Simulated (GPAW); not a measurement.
A run of GPAW 26.7.0 is set up as follows.

File run.py:

```python
from ase import Atoms
from ase.dft.bandgap import bandgap
from ase.io import write
from ase.units import GPa
from gpaw import GPAW, PW, setup_paths

setup_paths.insert(0, '.')

atoms = Atoms(['Ge', 'Ge', 'Mn', 'Mn', 'Mn', 'Mn'],
              cell=[[4.1868155596, 0.0, 0.0],
                    [-2.0934077798, 3.6258886356, 0.0],
                    [0.0, 0.0, 5.106088]],
              scaled_positions=[[0.3333333333, 0.6666666667, 0.25],
                                [0.6666666667, 0.3333333333, 0.75],
                                [0.3333333333, 0.6666666667, 0.75],
                                [0.6666666667, 0.3333333333, 0.25],
                                [0.0, 0.0, 0.0],
                                [0.0, 0.0, 0.5]],
              pbc=True)
atoms.set_initial_magnetic_moments([0.0, 0.0, 4.0, 4.0, 4.0, 4.0])

calc = GPAW(mode=PW(600),
            xc='PBEsol',
            kpts={'size': (5, 5, 4), 'gamma': True},
            occupations={'name': 'fermi-dirac', 'width': 0.05},
            nbands=59,
            convergence={'density': 1e-05, 'energy': 1e-05},
            maxiter=150,
            txt='gpaw.txt')
atoms.calc = calc
energy = atoms.get_potential_energy()
forces = atoms.get_forces()
stress = atoms.get_stress()
calc.write('gs.gpw')
write('result.traj', atoms)
print(f'Energy: {energy:.6f} eV')
print('Forces (eV/A):')
print(forces.round(4))
print('Stress (GPa):', (stress / GPa).round(3))
print('Moments:', calc.get_magnetic_moments().round(3))
print('Fermi level:', round(calc.get_fermi_level(), 4), 'eV')
print(f'Gap: {bandgap(calc)[0]:.4f} eV, direct: {bandgap(calc, direct=True)[0]:.4f} eV')

path = atoms.cell.bandpath('GMKGALHA,LM,KH', npoints=100, eps=1e-4)
bs_calc = calc.fixed_density(kpts=path, symmetry='off', nbands=81,
                             convergence={'bands': 'CBM+6.0', 'eigenstates': 1e-6}, txt='bands.txt')
bs = bs_calc.band_structure()
bs.write('bs.json')
print(f'Gap on the path: {bandgap(bs_calc)[0]:.4f} eV')
```

Potentials or basis: PAW data sets generated in the run's folder for this functional, pw.

The run is started by

```console
$ gpaw-setup -f PBEsol Ge Mn
$ OMP_NUM_THREADS=1 python run.py
```

What does it give for the net moment?

8.69 μB per cell.

Estimate the pressure.

-8.7 GPa.

Predict the band gap along the path.

none (metal or under the smearing width).

Predict the site moments.

Ge -0.06; Mn +2.30, +1.96 μB.

Stress tensor (GPa, compression positive):
```
-8.38  0.00  0.00
 0.00 -8.38  0.00
 0.00  0.00 -9.24
```
